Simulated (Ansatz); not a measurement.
**ClHInS radical: small, medium and large basis sets**

An exercise on one series of results from a longer session: the logs are not shown, and one member is left open.

The runs use Ansatz 0.2.0, Gaussian basis; one geometry, several basis sets.

Plan: PBE0-D4/def2-SVP; ωB97M-V/def2-SVP; PBE0-D4/def2-QZVPP; ωB97M-V/def2-QZVPP; the functionals' def2-TZVPP values are taken from earlier runs.

## The relaxed structure

All runs share one geometry, relaxed beforehand with PBE0-D4 in a triple-zeta def2 set. In takes the def2 core potential; no spin-orbit term is included.

SMILES `[SH][In][Cl]`, 4 atoms, charge 0, spin multiplicity 2.

Atoms are counted from 1 here; the program's logs count them from 0.

Bond lengths: S1–In2 2.430 Å, S1–H4 1.344 Å, In2–Cl3 2.358 Å. Angles: In2–S1–H4 92.9°, S1–In2–Cl3 115.8°.

The first run:

in.yaml

```yaml
crystal:
  periodic: [false, false, false]
  atoms:
    - {symbol: S, position_ang: [-1.358506, 0.036699, -0.523008]}
    - {symbol: In, position_ang: [0.934726, 0.261962, 0.247500]}
    - {symbol: Cl, position_ang: [1.895785, -1.672436, 1.193712]}
    - {symbol: H, position_ang: [-1.416505, 1.313374, -0.938504]}
basis:
  gaussian: {orbitals: def2-SVP}
magnetization: {spin_polarized: true, initial_magnetization: 1}
hamiltonian: {xc: pbe0, dispersion: d4}
output: {orbitals: {seedname: orbitals}}
```

On the command line:

```console
> ansatz run in.yaml --threads 2 --pin off --events-out ev --progress --plain --max-ram 32768MiB --backend cpu
```

Steps of the session up to this table: PBE0-D4 in def2-SVP; ωB97M-V in def2-SVP; PBE0-D4 in def2-QZVPP; ωB97M-V in def2-QZVPP.

One of the session's tables, all rows but one given; the rest of the session is left out.

It belongs to the step «Density functionals: the series». 

| functional | basis | HOMO (eV) | LUMO (eV) |
| --- | --- | --- | --- |
| PBE0-D4 | def2-SVP | -6.52 | -3.94 |
| PBE0-D4 | def2-TZVPP | -6.63 | -4.04 |
| PBE0-D4 | def2-QZVPP | -6.66 | -4.07 |
| ωB97M-V | def2-SVP | ? | ? |
| ωB97M-V | def2-TZVPP | -8.57 | -2.42 |
| ωB97M-V | def2-QZVPP | -8.60 | -2.49 |

Estimate the missing values for ωB97M-V, def2-SVP.

**Answer.** HOMO (eV): -8.42; LUMO (eV): -2.26. In the column «HOMO (eV)» it lies between ωB97M-V, def2-TZVPP (-8.57) and PBE0-D4, def2-QZVPP (-6.66).
